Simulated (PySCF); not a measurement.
# SrF: from the state search to spectroscopic constants

An exercise on one series of results from a longer session: the logs are not shown, and one member is left open.

The runs use PySCF 2.14.0; Sr def2-TZVPP with ECP28, F def2-TZVPP, scalar-relativistic core potentials.

Set-up of the first run:

The job is set up so:

* atoms: Sr, F
* charge: 0
* basis: Sr def2-TZVPP with ECP28, F def2-TZVPP
* Hamiltonian: scalar-relativistic core potentials
* basis functions: 71
* electrons treated: 19
* masses in u: 87.9056, 18.9984
* levels: PBE0, PBE, r²SCAN, TPSSh, r²SCANh, PBEsol, BHandHLYP, HSE06, HF, MP2, SCS-MP2, CCSD, CCSD(T)
* grid: 80 radial by 434 angular points
* occupations: held fixed by the projection of orbital angular momentum
* dissociation limit: Sr + F, each in its ground configuration
* starting distance in angstrom: 2.325
* values of 2S to try: 1, 3

The run is started by

```bash
$ OMP_NUM_THREADS=1 python dia.py task.json out
```

Steps of the session up to this table: The job; First curve: PBE0; Higher solutions at PBE0; PBE; r²SCAN (meta-GGA); TPSSh (hybrid meta-GGA); r²SCANh; PBEsol (GGA); BHandHLYP (global hybrid GGA); HSE06; UHF (mean field); MP2 and coupled cluster.

One of the session's tables, all rows but one given; the rest of the session is left out.

Energy (eV) from each level's lowest point:

```
R (Å)    UHF  UHF-MP2  UHF-SCS-MP2  UHF-CCSD  UHF-CCSD(T)
1.780  1.196    1.054        1.098       n/a          n/a
1.863  0.584    0.495        0.522     0.512        0.504
1.946  0.222    0.174        0.189     0.183        0.179
2.008  0.074    0.050        0.057     0.054        0.052
2.070  0.006    0.000        0.000     0.000        0.000
2.132  0.000    0.007        0.001     0.004        0.006
2.215  0.064    0.082        0.070     0.077        0.080
2.318      ?        ?            ?         ?            ?
2.443  0.483    0.508        0.486     0.503        0.507
2.608  0.886    0.907        0.880       n/a          n/a
```

Q: Estimate the row for R (Å) = 2.318 from the others.

Worked estimate for «UHF». A straight line through the neighbours (2.215, 0.064) and (2.443, 0.483) gives 0.064 + (0.483 − 0.064) × (2.318 − 2.215) / (2.443 − 2.215) = 0.253; a parabola fitted to 4 rows on both sides gives 0.231.

**Answer.** UHF: 0.222; UHF-MP2: 0.247; UHF-SCS-MP2: 0.229; UHF-CCSD: 0.241; UHF-CCSD(T): 0.245. In «UHF» the line misses by +0.031 and the parabola by +0.009.
